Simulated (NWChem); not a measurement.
# One shape, several levels: C2H9AsSi (SMILES CC[AsH][SiH3])

Aim: a comparison of 3 runs (HF/STO-3G, HF/3-21G, B3LYP/6-31G*) of C2H9AsSi. 

Program for the calculation: NWChem 7.3.0.

### 1 The structure to begin with

C2H9AsSi: 13 atoms, total charge 0, spin state singlet. As SMILES, `CC[AsH][SiH3]`. Geometry: relaxed at PBE0-D4/def2-TZVP. This is one conformer, not always the lowest.

Bond lengths: C1–C2 1.518 Å, C2–As3 1.989 Å, As3–Si4 2.359 Å, C1–H5 1.094 Å, C1–H6 1.093 Å, C1–H7 1.093 Å, C2–H8 1.093 Å, C2–H9 1.091 Å, As3–H10 1.526 Å, Si4–H11 1.487 Å, Si4–H12 1.489 Å, Si4–H13 1.488 Å. Some angles: C1–C2–As3 111.3°, C2–As3–Si4 96.7°, C1–C2–H8 110.8°, C1–C2–H9 111.3°, As3–C2–H8 105.9°, As3–C2–H9 109.8°, C2–C1–H5 110.9°, C2–C1–H6 111.3°, C2–C1–H7 111.5°, C2–As3–H10 95.8°.

### 2 Energy and forces at HF/STO-3G (run 1)

Input file input.nw:

```
start input
memory stack 880 mb heap 220 mb global 1100 mb

geometry noautosym nocenter noautoz
  C    -0.327100    2.191700   -0.195200
  C    -0.347400    0.763700    0.319100
  As    1.227200   -0.260400   -0.333900
  Si    0.435300   -2.398300    0.273200
  H    -1.168600    2.763700    0.206100
  H    -0.396800    2.222400   -1.285300
  H     0.593100    2.706700    0.091200
  H    -0.286500    0.742500    1.410200
  H    -1.266800    0.251900    0.031300
  H     0.724600   -0.421500   -1.765500
  H     1.260200   -3.441700   -0.390900
  H    -0.993700   -2.601900   -0.092600
  H     0.566700   -2.553600    1.747100
end

basis spherical bse
  * library STO-3G
end

scf
  thresh 1e-08
  maxiter 80
  noprint "final vectors analysis"
end

task scf gradient
```

Started as:

```
$ nwchem input.nw > input.out
```

Standard output:

```text
[...]
  functions       =    46
[...]
  wavefunction    = RHF
[...]
         Total SCF energy =  -2574.965833325363
      One-electron energy =  -4295.211806741674
      Two-electron energy =   1374.172384568703
 Nuclear repulsion energy =    346.073588847608
        Time for solution =      4.1s
[...]
                         RHF ENERGY GRADIENTS
    atom               coordinates                        gradient
                 x          y          z           x          y          z
   1 C      -0.618129   4.141712  -0.368875    0.004986  -0.022954   0.005411
   2 C      -0.656491   1.443184   0.603012   -0.019730   0.030482  -0.003120
   3 As      2.319072  -0.492085  -0.630980    0.031992   0.017496   0.023861
   4 Si      0.822598  -4.532130   0.516273    0.000041   0.014489  -0.010407
   5 H      -2.208334   5.222636   0.389473   -0.004255   0.002275   0.002345
   6 H      -0.749843   4.199727  -2.428865   -0.000104   0.000766  -0.005462
   7 H       1.120796   5.114921   0.172343    0.004787   0.003488   0.000690
   8 H      -0.541406   1.403122   2.664892    0.004224  -0.004108   0.006039
   9 H      -2.393905   0.476022   0.059148   -0.001642  -0.005715  -0.001251
  10 H       1.369295  -0.796520  -3.336311   -0.011459  -0.007322  -0.029290
  11 H       2.381433  -6.503870  -0.738694    0.019309  -0.022375  -0.014657
[...]
```

Run time: 6 s. Hardware: 1 thread of Intel Xeon Platinum 8488C (Sapphire Rapids), shared host; peak memory 0.1 GiB.

### 3 Energy and gradient at HF/3-21G (run 2)

Input file c2h9assi.nw:

```
start c2h9assi
title "C2H9AsSi hf"
memory total 2200 mb
geometry units angstrom noautosym nocenter noautoz
  C     -0.327100     2.191700    -0.195200
  C     -0.347400     0.763700     0.319100
  As     1.227200    -0.260400    -0.333900
  Si     0.435300    -2.398300     0.273200
  H     -1.168600     2.763700     0.206100
  H     -0.396800     2.222400    -1.285300
  H      0.593100     2.706700     0.091200
  H     -0.286500     0.742500     1.410200
  H     -1.266800     0.251900     0.031300
  H      0.724600    -0.421500    -1.765500
  H      1.260200    -3.441700    -0.390900
  H     -0.993700    -2.601900    -0.092600
  H      0.566700    -2.553600     1.747100
end
basis "ao basis" spherical bse
  * library 3-21G
end
scf
  singlet
  rhf
  thresh 1e-08
  maxiter 80
end
task scf gradient
```

Started as:

```
$ nwchem c2h9assi.nw > c2h9assi.out
```

Standard output:

```text
[...]
  functions       =    71
[...]
  wavefunction    = RHF
[...]
         Total SCF energy =  -2591.342853950818
      One-electron energy =  -4300.631256389383
      Two-electron energy =   1363.214813590957
 Nuclear repulsion energy =    346.073588847608
        Time for solution =      4.7s
[...]
                         RHF ENERGY GRADIENTS
    atom               coordinates                        gradient
                 x          y          z           x          y          z
   1 C      -0.618129   4.141712  -0.368875    0.002083  -0.017222   0.004723
   2 C      -0.656491   1.443184   0.603012   -0.000412   0.013770  -0.007010
   3 As      2.319072  -0.492085  -0.630980   -0.002219  -0.012858   0.006686
   4 Si      0.822598  -4.532130   0.516273    0.004471   0.018291  -0.007417
   5 H      -2.208334   5.222636   0.389473   -0.004308   0.003178   0.002063
   6 H      -0.749843   4.199727  -2.428865   -0.000118   0.000595  -0.005542
   7 H       1.120796   5.114921   0.172343    0.004906   0.003193   0.001072
   8 H      -0.541406   1.403122   2.664892    0.001835  -0.001962   0.006236
   9 H      -2.393905   0.476022   0.059148   -0.004598  -0.004513  -0.001557
  10 H       1.369295  -0.796520  -3.336311   -0.001513  -0.002963   0.000462
  11 H       2.381433  -6.503870  -0.738694   -0.000026   0.000354   0.000061
[...]
```

Run time: 6.9 s. Hardware: 1 thread of Intel Xeon Platinum 8488C (Sapphire Rapids), shared host; peak memory 0.1 GiB.

### 4 Energy and forces at B3LYP/6-31G(d) (Cartesian functions) (run 3)

Input file run.py:

```python
from ase import Atoms
from ase.calculators.nwchem import NWChem

molecule = Atoms(['C', 'C', 'As', 'Si', 'H', 'H', 'H', 'H', 'H', 'H', 'H', 'H', 'H'], positions=[
    [-0.327100, 2.191700, -0.195200],
    [-0.347400, 0.763700, 0.319100],
    [1.227200, -0.260400, -0.333900],
    [0.435300, -2.398300, 0.273200],
    [-1.168600, 2.763700, 0.206100],
    [-0.396800, 2.222400, -1.285300],
    [0.593100, 2.706700, 0.091200],
    [-0.286500, 0.742500, 1.410200],
    [-1.266800, 0.251900, 0.031300],
    [0.724600, -0.421500, -1.765500],
    [1.260200, -3.441700, -0.390900],
    [-0.993700, -2.601900, -0.092600],
    [0.566700, -2.553600, 1.747100],
])

calc = NWChem(
    label='geom',
    theory='dft',
    memory='2200 mb',
    basis='6-31G*',
    dft={'xc': 'b3lyp', 'mult': '1', 'grid': 'fine', 'convergence': 'energy 1e-08', 'iterations': '100', 'mulliken': None},
)
molecule.calc = calc

forces = molecule.get_forces()
print("Total energy (eV):", round(molecule.get_potential_energy(), 6))
print("forces (eV/A):")
for s, f in zip(molecule.symbols, forces):
    print(f"{s:2s} {f[0]:10.5f} {f[1]:10.5f} {f[2]:10.5f}")
print("dipole (e A):", molecule.get_dipole_moment().round(4))
```

Started as:

```
$ export ASE_NWCHEM_COMMAND="nwchem PREFIX.nwi > PREFIX.nwo"
$ python run.py
```

Standard output:

```text
Total energy (eV): -70933.415392
forces (eV/A):
C    -0.02093    0.20080   -0.05641
C    -0.19618   -0.06273    0.13735
As    0.49041   -0.00468   -0.00653
Si   -0.02139   -0.18440    0.05852
H    -0.09271    0.08336    0.03846
H    -0.01486    0.02257   -0.11447
H     0.08490    0.07215    0.02957
H    -0.01491    0.01563    0.09935
H    -0.10711   -0.01430   -0.01013
H    -0.06381    0.00401   -0.20610
H    -0.00273   -0.05230    0.00057
H    -0.03070   -0.03898    0.00293
H    -0.00998   -0.04114    0.02700
dipole (e A): [-0.2263  0.1268  0.0193]
```

The calculator wrote geom.nwi:

```
title "geom"

permanent_dir geom

scratch_dir geom

start geom

geometry units angstrom nocenter noautosym noautoz
  C  -3.2710000000000000e-01 2.1917000000000000e+00 -1.9520000000000001e-01
  C  -3.4739999999999999e-01 7.6370000000000005e-01 3.1909999999999999e-01
  As 1.2272000000000001e+00 -2.6040000000000002e-01 -3.3389999999999997e-01
  Si 4.3530000000000002e-01 -2.3982999999999999e+00 2.7320000000000000e-01
  H  -1.1686000000000001e+00 2.7637000000000000e+00 2.0610000000000001e-01
  H  -3.9679999999999999e-01 2.2223999999999999e+00 -1.2853000000000001e+00
  H  5.9309999999999996e-01 2.7067000000000001e+00 9.1200000000000003e-02
  H  -2.8649999999999998e-01 7.4250000000000005e-01 1.4101999999999999e+00
  H  -1.2667999999999999e+00 2.5190000000000001e-01 3.1300000000000001e-02
  H  7.2460000000000002e-01 -4.2149999999999999e-01 -1.7655000000000001e+00
  H  1.2602000000000000e+00 -3.4417000000000000e+00 -3.9090000000000003e-01
  H  -9.9370000000000003e-01 -2.6019000000000001e+00 -9.2600000000000002e-02
  H  5.6669999999999998e-01 -2.5535999999999999e+00 1.7471000000000001e+00
end

memory 2200 mb

basis noprint
   * library 6-31G*
end

dft
  xc b3lyp
  mult 1
  grid fine
  convergence energy 1e-08
  iterations 100
  mulliken
end

task dft gradient
```

geom.nwo, cut to the lines that bear on the results:

```text
[...]
         Total DFT energy =    -2606.754956490147
[...]
  wavefunction    = closed shell
                         DFT ENERGY GRADIENTS
    atom               coordinates                        gradient
                 x          y          z           x          y          z
   1 C      -0.618129   4.141712  -0.368875    0.000407  -0.003905   0.001097
   2 C      -0.656491   1.443184   0.603012    0.003815   0.001220  -0.002671
   3 As      2.319072  -0.492085  -0.630980   -0.009537   0.000091   0.000127
[... 9 lines of this table left out ...]
  13 H       1.070908  -4.825604   3.301540    0.000194   0.000800  -0.000525
[...]
```

Run time: 44 s. Hardware: 1 thread of Intel Xeon Platinum 8488C (Sapphire Rapids), shared host; peak memory 0.13 GiB.

### 5 The series

| run | level | Cartesian functions | iteration cap | energy (Eh) | dipole moment (D) | largest force (eV/Å) | wall time |
| --- | --- | --- | --- | --- | --- | --- | --- |
| 1 | HF/STO-3G | no | 80 | -2574.965833 | 0.98 | 2.241 | 6 s |
| 2 | HF/3-21G | no | 80 | -2591.342854 | 1.17 | 1.041 | 6.9 s |
| 3 | B3LYP/6-31G* (Cartesian functions) | yes | 100 | -2606.754956 | 1.25 | 0.490 | 44 s |

### 6 Summary of results

```
                       quantity           value
            run 3: total energy  -2606.75496 Eh
           run 3: dipole moment          1.25 D
             run 3: HOMO energy        -6.67 eV
             run 3: LUMO energy         0.19 eV
           run 3: HOMO–LUMO gap         6.87 eV
run 3: largest force on an atom      0.490 eV/Å
```

In words: The dipole moment (its size) runs from 0.98 D (HF/STO-3G) to 1.25 D (B3LYP/6-31G*). The two ends differ in method and basis. In run 1 the basis is minimal, so the values are rough. All runs together took 56 s, the longest 44 s.
